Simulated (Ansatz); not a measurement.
**C₂H₉AlOSi: how energies converge with the basis set**

An exercise on one series of results from a longer session: the logs are not shown, and one member is left open.

Program: Ansatz 0.2.0, Gaussian basis. Level of theory: one geometry, several basis sets. These are calculated values, not measurements.

Levels to be run: PBE0-D4/def2-SVP; ωB97M-V/def2-SVP; PBE0-D4/def2-QZVPP; ωB97M-V/def2-QZVPP; the functionals' def2-TZVPP values are taken from earlier runs.

## Structure used throughout

All runs share one geometry, relaxed beforehand with PBE0-D4 in a triple-zeta def2 set.

SMILES `C[CH2][AlH][O][SiH3]`, 14 atoms, charge 0, spin multiplicity 1.

Atoms are counted from 1 here; the program's logs count them from 0.

Bond lengths: C1–C2 1.528 Å, C1–H6 1.094 Å, C1–H7 1.093 Å, C1–H8 1.093 Å, C2–Al3 1.951 Å, C2–H9 1.099 Å, C2–H10 1.099 Å, Al3–O4 1.689 Å, Al3–H11 1.583 Å, O4–Si5 1.621 Å, Si5–H12 1.490 Å, Si5–H13 1.488 Å, Si5–H14 1.488 Å. Angles: C2–C1–H6 112.1°, C2–C1–H7 111.7°, C2–C1–H8 111.7°, H6–C1–H7 107.2°, H6–C1–H8 107.3°, H7–C1–H8 106.6°, C1–C2–Al3 116.2°, C1–C2–H9 110.4°, C1–C2–H10 110.4°, Al3–C2–H9 107.6°, Al3–C2–H10 107.5°, H9–C2–H10 104.1°, C2–Al3–O4 119.3°, C2–Al3–H11 124.0°, O4–Al3–H11 116.6°, Al3–O4–Si5 167.0°, O4–Si5–H12 110.9°, O4–Si5–H13 110.1° and more.

Set-up of the first run:

Contents of in.yaml:

```yaml
crystal:
  periodic: [false, false, false]
  atoms:
    - {symbol: C, position_ang: [0.359403, 0.434704, 1.808294]}
    - {symbol: C, position_ang: [0.194289, -1.051312, 1.492247]}
    - {symbol: Al, position_ang: [-0.193641, -1.498432, -0.366677]}
    - {symbol: O, position_ang: [-0.306018, -0.259543, -1.509646]}
    - {symbol: Si, position_ang: [-0.331652, 1.144573, -2.319472]}
    - {symbol: H, position_ang: [0.576912, 0.608631, 2.866305]}
    - {symbol: H, position_ang: [-0.542887, 1.002007, 1.565793]}
    - {symbol: H, position_ang: [1.173126, 0.882507, 1.232134]}
    - {symbol: H, position_ang: [-0.600769, -1.489011, 2.111235]}
    - {symbol: H, position_ang: [1.095998, -1.607141, 1.783876]}
    - {symbol: H, position_ang: [-0.416648, -2.974241, -0.894953]}
    - {symbol: H, position_ang: [0.091007, 2.271747, -1.442156]}
    - {symbol: H, position_ang: [-1.705977, 1.423778, -2.816012]}
    - {symbol: H, position_ang: [0.594060, 1.082532, -3.482269]}
basis:
  gaussian: {orbitals: def2-SVP}
hamiltonian: {xc: pbe0, dispersion: d4}
output: {orbitals: {seedname: orbitals}}
```

Command:

```sh
$ ansatz run in.yaml --threads 4 --pin off --events-out ev --progress --plain --max-ram 10444MiB
```

Among the steps run: PBE0-D4 in def2-SVP; ωB97M-V in def2-SVP; PBE0-D4 in def2-QZVPP; ωB97M-V in def2-QZVPP.

One table of the session follows, with a row left open; its other results are not shown here.

It belongs to the step «Functionals by basis». 

```
functional       basis  HOMO (eV)
   PBE0-D4    def2-SVP      -7.49
   PBE0-D4  def2-TZVPP      -7.54
   PBE0-D4  def2-QZVPP      -7.54
   ωB97M-V    def2-SVP          ?
   ωB97M-V  def2-TZVPP      -9.75
   ωB97M-V  def2-QZVPP      -9.76
```

**Question.** Estimate the row for ωB97M-V, def2-SVP.

**Answer.** HOMO (eV): -9.68. In the column «HOMO (eV)» it lies between ωB97M-V, def2-TZVPP (-9.75) and PBE0-D4, def2-TZVPP (-7.54).
